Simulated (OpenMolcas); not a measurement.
# Pd²⁺ among point charges: CASSCF and CASPT2 levels and susceptibility

How does a field of 6 point charges split the states of Pd²⁺, and what χT follows?

Method: state-averaged CASSCF and CASPT2, spin-orbit coupling by RASSI with atomic mean-field integrals. Code: OpenMolcas 26.06.

### Step 1. The atom as given

```
Species                           : Pd²⁺ (palladium, Z = 46, 44 electrons)
Basis                             : ANO-RCC-VDZP [6s5p3d1f], 43 functions
Scalar Hamiltonian                : DKH2, point nucleus
Inactive shells                   : 1s 2s 2p 3s 3p 3d 4s 4p
Active space                      : 8 electrons in 5 orbitals (4d)
Some configurations of this space : 4d8
Orbitals                          : optimised for each spin and parity, averaged over all roots
```

Outer shells as boxes (Hund's rule):

4d8
```
4d [↑↓][↑↓][↑↓][↑ ][↑ ]
```

The ion sits among 6 point charges of -0.85 e arranged as a trigonal prism (D3h), 1.96 Å from the ion, with a polar angle of 53.0° against the regular 49.1°.

The work runs as a chain of OpenMolcas steps in one folder; each step below is one input file. Labels, J, g values, rates, χT and fits are worked out afterwards by a script from the matrices that RASSI stores.

### Step 2. GATEWAY and SEWARD: basis and integrals

The input, a.inp:

```
&GATEWAY
Coord
1

Pd 0.0 0.0 0.0
Basis=ANO-RCC-VDZP
Group=NoSym
NoMove
AngMom=0.0 0.0 0.0
AMFI
XField
6 Angstrom 0
1.565902 0.000000 1.178792 -0.850000
-0.782951 1.356111 1.178792 -0.850000
-0.782951 -1.356111 1.178792 -0.850000
1.565902 0.000000 -1.178792 -0.850000
-0.782951 1.356111 -1.178792 -0.850000
-0.782951 -1.356111 -1.178792 -0.850000
&SEWARD
```

Launch:

```
OMP_NUM_THREADS=1 MOLCAS_MEM=1689 MOLCAS_PROJECT=a pymolcas a.inp > a.log
```

Standard output:

```text
Basis set label: PD.ANO-RCC...6S5P3D1F.

      Electronic valence basis set:
      ------------------
      Associated Effective Charge  46.000000 au
      Associated Actual Charge     46.000000 au
      Nuclear Model: Point charge

      Shell  nPrim  nBasis  Cartesian Spherical Contaminant
         s      21       6        X
         p      18       5        X
         d      13       3                 X
         f       6       1                 X
                  Relativistic Douglas-Kroll-Hess integrals:
                    - DKH order of Hamiltonian: 2
                    - DKH order of Properties : 0
                  Atomic mean-field integrals
```

### Step 3. Reference wave functions, triplets, 10 roots

The input, a.inp:

```
&RASSCF
FileOrb=start.orb
Symmetry=1
Spin=3
nActEl=8 0 0
Inactive=18
Ras2=5
CIRoot=10 10 1
SDav=10
CIMx=300
Iter=120 100
PrWF=0.3
OrbListing=Nothing
MaxOrb=0
>>> COPY $Project.JobIph JOB001
```

start.orb holds the contracted functions of the basis, ordered by shell, or the orbitals of the step before.

Standard output, cut to the lines that bear on the results:

```text
[...]
      Number of active orbitals                  5
[...]
      Spin quantum number                      1.0
[...]
      Active orbitals                            5
[...]
      Number of CSFs                            10
      Number of root(s) required                10
[...]
      Convergence after 10 iterations
[...]
      Natural orbitals and occupation numbers for root  1
      sym 1:   1.890382   1.109618   2.000000   1.109618   1.890382
      Natural orbitals and occupation numbers for root  2
      sym 1:   1.500000   1.500000   2.000000   1.500000   1.500000
      Natural orbitals and occupation numbers for root  3
      sym 1:   1.500001   1.500001   2.000000   1.499999   1.499999
::    RASSCF root number  1 Total energy:  -5043.78895592
::    RASSCF root number  2 Total energy:  -5043.77986455
::    RASSCF root number  3 Total energy:  -5043.77981462
[...]
::    RASSCF root number  7 Total energy:  -5043.76588717
::    RASSCF root number  8 Total energy:  -5043.71572895
::    RASSCF root number  9 Total energy:  -5043.71572895
::    RASSCF root number 10 Total energy:  -5043.70751271
```

### Step 4. CASSCF: singlets, 15 roots

The input, a.inp:

```
&RASSCF
FileOrb=start.orb
Symmetry=1
Spin=1
nActEl=8 0 0
Inactive=18
Ras2=5
CIRoot=15 15 1
SDav=15
CIMx=300
Iter=120 100
PrWF=0.3
OrbListing=Nothing
MaxOrb=0
>>> COPY $Project.JobIph JOB002
```

Launch:

```
OMP_NUM_THREADS=1 MOLCAS_MEM=1689 MOLCAS_PROJECT=a pymolcas a.inp > a.log
```

Standard output, cut to the lines that bear on the results:

```text
[...]
      Number of active orbitals                  5
[...]
      Spin quantum number                      0.0
[...]
      Active orbitals                            5
[...]
      Number of CSFs                            15
      Number of root(s) required                15
[...]
      Convergence after  7 iterations
[...]
      Natural orbitals and occupation numbers for root  1
      sym 1:   1.999996   1.204862   1.796062   1.204862   1.794219
      Natural orbitals and occupation numbers for root  2
      sym 1:   2.000000   1.204862   1.795141   1.204862   1.795135
      Natural orbitals and occupation numbers for root  3
      sym 1:   1.571495   1.428505   2.000000   1.571495   1.428505
::    RASSCF root number  1 Total energy:  -5043.72742803
::    RASSCF root number  2 Total energy:  -5043.72742803
::    RASSCF root number  3 Total energy:  -5043.72500294
[...]
::    RASSCF root number 12 Total energy:  -5043.69151140
::    RASSCF root number 13 Total energy:  -5043.68315868
::    RASSCF root number 14 Total energy:  -5043.68315868
::    RASSCF root number 15 Total energy:  -5043.56555726
```

### Step 5. RASSI: spin-orbit coupling between the states

The input, a.inp:

```
&RASSI
NrOfJobIphs=2 10 15
1 2 3 4 5 6 7 8 9 10
1 2 3 4 5 6 7 8 9 10 11 12 13 14 15
IphNames
JOB001
JOB002
EJob
SpinOrbit
DIPRint=1.0
SOCoupling=1000.0
Subsets=2
Property=9
'ANGMOM' 1 'ANGMOM' 2 'ANGMOM' 3 'MLTPL  1' 1 'MLTPL  1' 2 'MLTPL  1' 3
'AMFI' 1 'AMFI' 2 'AMFI' 3
SOProperty=3
'ANGMOM' 1 'ANGMOM' 2 'ANGMOM' 3
```

Standard output:

```text
SPIN-FREE ENERGIES:
  (Shifted by EMIN (a.u.) =      -5043.7889559185)

 SF State       Relative EMIN(au)   Rel lowest level(eV)    D:o, cm**(-1)      L_eff

     1             0.0000000000        0.0000000000              0.0000         3.0
     2             0.0090913683        0.2473887343           1995.3247         3.0
     3             0.0091412968        0.2487473591           2006.2828         3.0
     4             0.0094144367        0.2561798746           2066.2300         3.0
     5             0.0094144377        0.2561799018           2066.2303         3.0
     6             0.0230687439        0.6277324998           5063.0041         3.0
     7             0.0230687445        0.6277325180           5063.0042         3.0
    11             0.0615278900        1.6742591794          13503.8110         2.4
    12             0.0615278900        1.6742591794          13503.8110         2.4
    13             0.0639529778        1.7402491803          14036.0562         2.0
    14             0.0639529778        1.7402491803          14036.0562         2.0
    15             0.0709093641        1.9295420957          15562.8066         2.2
     8             0.0732269660        1.9926072550          16071.4614         1.0
     9             0.0732269674        1.9926072927          16071.4617         1.0
    10             0.0814432056        2.2161825234          17874.7175         1.1
    16             0.0935703318        2.5461784396          20536.3141         4.0
    17             0.0937560190        2.5512312462          20577.0677         4.0
    18             0.0942405537        2.5644161069          20683.4108         4.0
    19             0.0942405548        2.5644161375          20683.4110         4.0
    20             0.0966968629        2.6312556843          21222.5083         3.9
    21             0.0974445200        2.6516004718          21386.6001         3.8
    22             0.0974445206        2.6516004873          21386.6002         3.8
    23             0.1057972379        2.8788895035          23219.8098         4.0
    24             0.1057972379        2.8788895035          23219.8098         4.0
    25             0.2233986609        6.0789872485          49030.3387         0.1
     Dipole printing threshold changed to   1.00000000E+00

++ Dipole transition strengths (spin-free states):
   -----------------------------------------------
     for osc. strength at least  1.00000000E+00

  ( Max oscillator strength is only    1.9389823933732527E-005 )
--
Eigenvalues of complex Hamiltonian:
   -----------------------------------
  (Shifted by EMIN (a.u.) =      -5043.7889559185)

 SO State       Relative EMIN(au)   Rel lowest level(eV)    D:o, cm**(-1)     J-value

     1            -0.0080877114        0.0000000000              0.0000         3.9
     2            -0.0062637385        0.0496328318            400.3158         3.8
     3            -0.0062637381        0.0496328425            400.3159         3.8
     4            -0.0021689229        0.1610584401           1299.0239         1.6
     5            -0.0021689229        0.1610584401           1299.0239         1.6
     6             0.0017427289        0.2674999078           2157.5323         3.4
     7             0.0017427291        0.2674999150           2157.5323         3.4
     8             0.0049677766        0.3552579279           2865.3484         2.6
     9             0.0050028892        0.3562133888           2873.0547         2.6
    10             0.0113892823        0.5299959988           4274.7060         2.8
    11             0.0113892828        0.5299960118           4274.7061         2.8
    12             0.0129419534        0.5722463307           4615.4779         3.0
    13             0.0160628902        0.6571713493           5300.4444         2.1
    14             0.0160628905        0.6571713557           5300.4444         2.1
    15             0.0184707466        0.7226924596           5828.9078         2.1
    16             0.0194825206        0.7502242329           6050.9665         1.7
    17             0.0194959643        0.7505900549           6053.9171         1.7
    18             0.0272483210        0.9615424274           7755.3627         1.6
    19             0.0272483216        0.9615424424           7755.3628         1.6
    20             0.0301040677        1.0392512526           8382.1266         2.1
    21             0.0301040677        1.0392512529           8382.1266         2.1
    22             0.0573473112        1.7805776756          14361.3275         1.3
    23             0.0573473114        1.7805776787          14361.3275         1.3
    24             0.0604584409        1.8652358257          15044.1415         1.8
    25             0.0604584410        1.8652358296          15044.1415         1.8
    26             0.0626200840        1.9240571302          15518.5673         2.0
    27             0.0762621236        2.2952759412          18512.6490         1.5
    28             0.0762621236        2.2952759409          18512.6489         1.5
    29             0.0768108512        2.3102075783          18633.0807         1.0
    30             0.0779127632        2.3401921332          18874.9225         1.4
    31             0.0779127642        2.3401921596          18874.9227         1.4
    32             0.0800732356        2.3989815812          19349.0913         0.9
    33             0.0840598545        2.5074630077          20224.0531         1.3
    34             0.0840598546        2.5074630113          20224.0531         1.3
    35             0.0856505927        2.5507491990          20573.1797         2.1
    36             0.0941701187        2.7825773124          22442.9996         2.9
    37             0.0943544336        2.7875927772          22483.4520         2.9
    38             0.0947976146        2.7996523452          22580.7190         3.9
    39             0.0947976157        2.7996523760          22580.7192         3.9
    40             0.0979015882        2.8841157701          23261.9625         3.7
    41             0.0988228333        2.9091841253          23464.1524         3.2
Weights of the five most important spin-orbit-free states for each spin-orbit state.

 SO State  Total energy (au)           Spin-free states, spin, and weights
 -------------------------------------------------------------------------------------------------------
    1        -0.008088       1 1.0  0.7301    4 1.0  0.1322    5 1.0  0.1322   20 0.0  0.0040   15 0.0  0.0015
    2        -0.006264       1 1.0  0.6828    4 1.0  0.2955    6 1.0  0.0084    7 1.0  0.0084   18 0.0  0.0045
    3        -0.006264       1 1.0  0.6828    5 1.0  0.2955    6 1.0  0.0084    7 1.0  0.0084   19 0.0  0.0045
    4        -0.002169       2 1.0  0.4992    3 1.0  0.4963   24 0.0  0.0022   23 0.0  0.0022   21 0.0  0.0000
    5        -0.002169       2 1.0  0.4992    3 1.0  0.4963   23 0.0  0.0022   24 0.0  0.0022   22 0.0  0.0000
    6         0.001743       5 1.0  0.4041    4 1.0  0.4041    6 1.0  0.1568    3 1.0  0.0136    2 1.0  0.0132
    7         0.001743       4 1.0  0.4041    5 1.0  0.4041    7 1.0  0.1568    3 1.0  0.0136    2 1.0  0.0132
    8         0.004968       2 1.0  0.7220    6 1.0  0.1366    7 1.0  0.1366   17 0.0  0.0048    5 1.0  0.0000
    9         0.005003       3 1.0  0.7206    6 1.0  0.1373    7 1.0  0.1373   16 0.0  0.0049    4 1.0  0.0000
   10         0.011389       4 1.0  0.5965    1 1.0  0.3051    7 1.0  0.0411    6 1.0  0.0411   14 0.0  0.0142
   11         0.011389       5 1.0  0.5965    1 1.0  0.3051    7 1.0  0.0411    6 1.0  0.0411   13 0.0  0.0142
   12         0.012942       5 1.0  0.5000    4 1.0  0.5000    8 1.0  0.0000    9 1.0  0.0000    3 1.0  0.0000
```

Time for these steps: 3.7 s (1 thread of AMD EPYC 9R45 (Zen 5), shared host).

States without spin-orbit coupling:

```tsv
state	degeneracy	E (cm-1)	free-ion L (%)
3A2	1	0	F (98)
3A1	1	1995	F (100)
3A2	1	2006	F (100)
3E	2	2066	F (100)
3E	2	5063	F (100)
1E	2	13504	D (86)
1E	2	14036	D (100)
1A1	1	15563	D (92)
3E	2	16071	P (100)
3A2	1	17875	P (98)
1A1	1	20536	G (100)
1A2	1	20577	G (100)
1E	2	20683	G (100)
1A1	1	21223	G (92)
1E	2	21387	G (86)
1E	2	23220	G (100)
1A1	1	49030	S (99)
```

With spin-orbit coupling:

```json
{"E (cm-1)": "0.0", "Degeneracy": "1", "Label": "A1", "2S+1": "3", "g": ""}
{"E (cm-1)": "400.3", "Degeneracy": "2", "Label": "E", "2S+1": "3", "g": "0.00 0.00 3.33"}
{"E (cm-1)": "1299", "Degeneracy": "2", "Label": "E", "2S+1": "3", "g": "0.00 0.00 9.98"}
{"E (cm-1)": "2158", "Degeneracy": "2", "Label": "E", "2S+1": "3", "g": "0.00 0.00 5.56"}
{"E (cm-1)": "2865", "Degeneracy": "1", "Label": "A2", "2S+1": "3", "g": ""}
{"E (cm-1)": "2873", "Degeneracy": "1", "Label": "A1", "2S+1": "3", "g": ""}
{"E (cm-1)": "4275", "Degeneracy": "2", "Label": "E", "2S+1": "3", "g": "0.00 0.00 2.44"}
{"E (cm-1)": "4615", "Degeneracy": "1", "Label": "A2", "2S+1": "3", "g": ""}
{"E (cm-1)": "5300", "Degeneracy": "2", "Label": "E", "2S+1": "3", "g": "0.00 0.00 2.66"}
{"E (cm-1)": "5829", "Degeneracy": "1", "Label": "A1", "2S+1": "3", "g": ""}
{"E (cm-1)": "6051", "Degeneracy": "1", "Label": "A2", "2S+1": "3", "g": ""}
{"E (cm-1)": "6054", "Degeneracy": "1", "Label": "A1", "2S+1": "3", "g": ""}
{"E (cm-1)": "7755", "Degeneracy": "2", "Label": "E", "2S+1": "3", "g": "0.00 0.00 3.85"}
{"E (cm-1)": "8382", "Degeneracy": "2", "Label": "E", "2S+1": "3", "g": "0.00 0.00 0.32"}
{"E (cm-1)": "14361", "Degeneracy": "2", "Label": "E", "2S+1": "1", "g": "0.00 0.00 4.65"}
{"E (cm-1)": "15044", "Degeneracy": "2", "Label": "E", "2S+1": "1", "g": "0.00 0.00 2.11"}
{"E (cm-1)": "15519", "Degeneracy": "1", "Label": "A1", "2S+1": "3", "g": ""}
{"E (cm-1)": "18513", "Degeneracy": "2", "Label": "E", "2S+1": "3", "g": "0.00 0.00 5.20"}
{"E (cm-1)": "18633", "Degeneracy": "1", "Label": "A2", "2S+1": "3", "g": ""}
{"E (cm-1)": "18875", "Degeneracy": "2", "Label": "E", "2S+1": "3", "g": "0.00 0.00 1.99"}
{"E (cm-1)": "19349", "Degeneracy": "1", "Label": "A1", "2S+1": "3", "g": ""}
{"E (cm-1)": "20224", "Degeneracy": "2", "Label": "E", "2S+1": "3", "g": "0.00 0.00 3.77"}
{"E (cm-1)": "20573", "Degeneracy": "1", "Label": "A1", "2S+1": "3", "g": ""}
{"E (cm-1)": "22443", "Degeneracy": "1", "Label": "A1", "2S+1": "1", "g": ""}
```

Labels of spin-orbit levels are those of the rotation subgroup (D3 for D3h). Principal g values are given for doublets only; a zero marks a field direction without first-order Zeeman splitting.

Powder χT (cm³ K/mol): 0.03 at 2 K, 0.06 at 5 K, 0.13 at 10 K, 0.25 at 20 K, 0.63 at 50 K, 1.25 at 100 K, 1.79 at 150 K, 2.19 at 200 K, 2.46 at 250 K, 2.65 at 300 K.

### Step 6. CASPT2: IPEA 0.25, imaginary shift 0.1 (closed shells correlated: 4s 4p)

The input, a.inp:

```
>>> COPY JOB001 $Project.JobIph
&CASPT2
Multistate=10 1 2 3 4 5 6 7 8 9 10
NoMult
Frozen=14
IPEA=0.25
Imaginary=0.1
MaxIter=60
WThr=0.0 0.3 0.05
PrWF=0.5
NoMix
>>> COPY JOB002 $Project.JobIph
&CASPT2
Multistate=15 1 2 3 4 5 6 7 8 9 10 11 12 13 14 15
NoMult
Frozen=14
IPEA=0.25
Imaginary=0.1
MaxIter=60
WThr=0.0 0.3 0.05
PrWF=0.5
NoMix
```

Launch:

```
OMP_NUM_THREADS=1 MOLCAS_MEM=1689 MOLCAS_PROJECT=a pymolcas a.inp > a.log
```

Standard output, cut to the lines that bear on the results:

```text
[...]
      Active orbitals                            5
[...]
      E2 (Variational):          -0.3473616098
      Total energy:           -5044.1363175283
[...]
::    CASPT2 Root  1     Total energy:  -5044.13631753
::    CASPT2 Root  2     Total energy:  -5044.12819767
[...]
::    CASPT2 Root 12     Total energy:  -5044.04622165
::    CASPT2 Root 13     Total energy:  -5044.03645739
::    CASPT2 Root 14     Total energy:  -5044.03624193
::    CASPT2 Root 15     Total energy:  -5043.94309749
```

This run: 1.7 s of run time, 1 thread of AMD EPYC 9R45 (Zen 5), shared host.

SS-CASPT2: lowest energy less the reference's lowest, -0.3474 hartree; reference weights 0.924 to 0.932.

States without spin-orbit coupling:

```tsv
state	degeneracy	E (cm-1)	free-ion L (%)
3A2	1	0	F (98)
3A1	1	1782	F (100)
3A2	1	1791	F (100)
3E	2	1878	F (100)
3E	2	5775	F (100)
1E	2	11207	D (86)
1E	2	11528	D (100)
1A1	1	13050	D (92)
3E	2	14163	P (100)
3A2	1	16441	P (98)
1A1	1	18559	G (100)
1A2	1	18587	G (100)
1E	2	19209	G (100)
1E	2	19761	G (86)
1A1	1	20036	G (92)
1E	2	21940	G (100)
1A1	1	42407	S (99)
```

With spin-orbit coupling:

```
E (cm-1)  Degeneracy  Label  2S+1               g
       0           1     A1     3                
     410           2      E     3  0.00 0.00 3.31
    1140           2      E     3  0.00 0.00 9.98
    2130           2      E     3  0.00 0.00 5.64
    2910           1     A2     3                
    2920           1     A1     3                
    4210           2      E     3  0.00 0.00 2.53
    4490           1     A2     3                
    5170           2      E     3  0.00 0.00 2.48
    5650           1     A1     3                
    6600           1     A2     3                
    6610           1     A1     3                
    8110           2      E     3  0.00 0.00 4.03
    8680           2      E     3  0.00 0.00 0.46
   12490           2      E     1  0.00 0.00 4.53
   13240           2      E     3  0.00 0.00 1.87
   13500           1     A1     1                
   16570           2      E     3  0.00 0.00 5.25
   16780           1     A2     3                
   16920           2      E     3  0.00 0.00 1.97
   17360           1     A1     3                
   18770           2      E     3  0.00 0.00 3.83
   18940           1     A1     3                
   20550           1     A1     1
```

Powder χT (cm³ K/mol): 0.02 at 2 K, 0.06 at 5 K, 0.12 at 10 K, 0.25 at 20 K, 0.62 at 50 K, 1.24 at 100 K, 1.78 at 150 K, 2.19 at 200 K, 2.47 at 250 K, 2.66 at 300 K.

### Step 7. The methods side by side

A. CASSCF
B. SS-CASPT2, IPEA 0.25, imaginary shift 0.1 (closed shells correlated: 4s 4p)

```tsv
method	ground state	first state of that spin (cm-1)	first gap with spin-orbit (cm-1)	χT at 300 K
A	3A2	3A1 1995	400.3	2.65
B	3A2	3A1 1782	406.1	2.66
```

### Step 8. Summary of results

```
                                            quantity                                                                        value
                                              method  SS-CASPT2, IPEA 0.25, imaginary shift 0.1 (closed shells correlated: 4s 4p)
                              spin-free ground state                                              3A2, 1-fold in its orbital part
first state of the same spin within the active space                                                             3A1 at 1780 cm⁻¹
                                        lowest level                                                                    1-fold A1
                                          next level                                                                   406.1 cm⁻¹
                                         χT at 300 K                                                               2.66 cm³ K/mol
                           effective moment at 300 K                                                                      4.61 μB
```

Cost by method:

```tsv
method	time of its own steps	time with the reference
A. CASSCF	3.7 s	3.7 s
B. SS-CASPT2, IPEA 0.25, imaginary shift 0.1, +4s 4p	1.7 s	5.4 s
```

Times are of one thread on a shared host.

What this shows: The spin-free ground state (3A2) comes to 98 % from free-ion F terms and keeps the highest spin of the shell. χT at 300 K is 2.66, against 1.00 cm³ K/mol for the spin alone, so orbital moment adds to it. CASPT2 does not keep the components of a term degenerate, and the means are used. The field of point charges can differ much from that of real complexes. Point charges carry no covalency, so the field is a model and not that of real ligands.
